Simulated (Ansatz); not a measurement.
V-Li mixtures, a scan of ordered alloys across composition

Computed with Ansatz 0.2.0, Python API.

The cells in order, each with its output:

**Cell 1**
```python
from collections import Counter
from dataclasses import dataclass
import warnings

import ansatz
import numpy as np
```

**Cell 2**
```python
@dataclass(frozen=True)
class Options:
    cutoff_ev: int = 520
    k_spacing: float = 0.15
    occupations: str = "gaussian"
    smearing_width: float = 0.05
```

**Cell 3**
```python
opts = Options()
```

**Cell 4**
```python
def bcc(first, a):
    return (
        ansatz.Lattice.bcc(a)
        .space_group(229)
        .atom(first, [0, 0, 0])
        .primitive()
    )
```

**Cell 5**
```python
A_FIRST, A_LAST = 3.03, 3.51
```

**Cell 6**
```python
def solve(name, crystal):
    calc = (
        crystal.calculation()
        .basis(opts.cutoff_ev)
        .kpoints(spacing=opts.k_spacing)  # sampling of the Brillouin zone
        .occupations(opts.occupations, width=opts.smearing_width)  # smearing steadies the SCF of a metal
        .spin("collinear")
        .band_table()
    )
    calc = calc.relax(force_tolerance=0.03, fix_cell=["shape"])
    return calc.run()
```

**Cell 7**
```python
def volume_per_atom(outcome):
    return abs(np.linalg.det(outcome.lattice.cell_ang)) / len(outcome.lattice.sites)


def counts(outcome):
    return Counter(site.symbol for site in outcome.lattice.sites)
```

**Cell 8**
```python
warnings.simplefilter("ignore", ansatz.DeckWarning)
```

**Cell 9**
```python
# ordered cells: the first k mixed sites take the second element
phases = {}
for k in range(2 + 1):
    a = A_FIRST + (A_LAST - A_FIRST) * k / 2
    cell = bcc("V", a).conventional().resolved()
    sites = [site.position for site in cell.sites if site.symbol == "V"]
    for position in sites[:k]:
        cell = cell.substitution("Li", at=position, replaces="V")
    phases[f"V{2 - k}Li{k}"] = cell.resolved()
moments = {"V": 1.5}
phases = {name: cell.moments({e: v for e, v in moments.items() if e in cell.species()}) for name, cell in phases.items()}
```

**Cell 10**
```python
done = {}
for name, crystal in phases.items():
    done[name] = solve(name, crystal)
    print(f"{name}: {done[name].report['energy_sigma0_ev']:.4f} eV, {len(done[name].lattice.sites)} atoms")
```
Output:
```text
RunWarning: the starting moments were not kept: the SCF closed with an absolute magnetisation of 1.5e-6 μB, where they sum to 3 μB in size (2 sites). That is at most 0.1 of that sum. Measured as dr2_m measures the in/out step, that magnetisation stands 5.9e-13 eV from none, at or under the dr2_threshold of 1.0e-7 eV: it is no larger than a step whose dr2_m would equal this threshold. The system [...]
V2Li0: -5824.8258 eV, 2 atoms
V1Li1: -3115.5072 eV, 2 atoms
RunWarning: this spin-polarised run has no starting moment large enough to seed its density, so its SCF can try parallel moments of its own, which can die out, and starts no order whose moments cancel. Behind that start scf.lower_state_search: light tries no other order and makes no probe for moments, and off searches nothing, so another order or size of moments can lie lower. To look for one, [...]
V0Li2: -409.3706 eV, 2 atoms
```

**Cell 11**
```python
# mixing quantities against the straight line between the end members, both on this lattice
x = {name: counts(o)["Li"] / (counts(o)["V"] + counts(o)["Li"]) for name, o in done.items()}
first, last = min(x, key=x.get), max(x, key=x.get)
energy = {name: o.report["energy_sigma0_ev"] / len(o.lattice.sites) for name, o in done.items()}
volume = {name: volume_per_atom(o) for name, o in done.items()}
rows = []
for name in sorted(done, key=x.get):
    line = lambda table: (1 - x[name]) * table[first] + x[name] * table[last]
    rows.append((name, x[name], 1000 * (energy[name] - line(energy)), volume[name], 100 * (volume[name] / line(volume) - 1)))
print("      cell       x(Li)  E_mix (meV/atom)  V (A^3/atom)  excess V (%)")
for row in rows:
    print(f"{str(row[0]):>10}  {row[1]:10.3f}  {row[2]:+16.1f}  {row[3]:12.3f}  {row[4]:+12.2f}")
```
Output:
```text
      cell       x(Li)  E_mix (meV/atom)  V (A^3/atom)  excess V (%)
     V2Li0       0.000              +0.0        13.440         +0.00
     V1Li1       0.500            +795.5        13.134        -22.00
     V0Li2       1.000              +0.0        20.237         +0.00
```

Mixing energies: +795 meV an atom at x(V) = 0.50 (volume -22.0 % off the straight line). All are positive, so the end members on this lattice are favoured over these cells.

Caveats:
- Total energies depend on the potentials; only differences at equal settings carry meaning.
- The SCF didn't keep the moments it started from (some shrank, vanished or turned); what is printed is the state reached.
- Atoms and volume are relaxed with the cell's shape held, which in cells of lower than cubic symmetry can hide stresses and shift volumes.
- No functional is typed, so the default, PBE, holds.
- Warnings are shown shortened and without file and line.
- These are small ordered cells, with both end members on the same lattice, which need not be their own; they aren't random solutions. Magnetic phases start from parallel moments and may not end in their lowest magnetic state. Differences under about 40 meV an atom lie within the error of mesh and functional.
- The cells are prototypes set up for this calculation and needn't exist.
- The script silences the warnings on its input, which a real study should read.
- Timing: 100 s on 1 thread of Arm Neoverse V2, with other jobs on the host, peak memory 0.52 GiB.
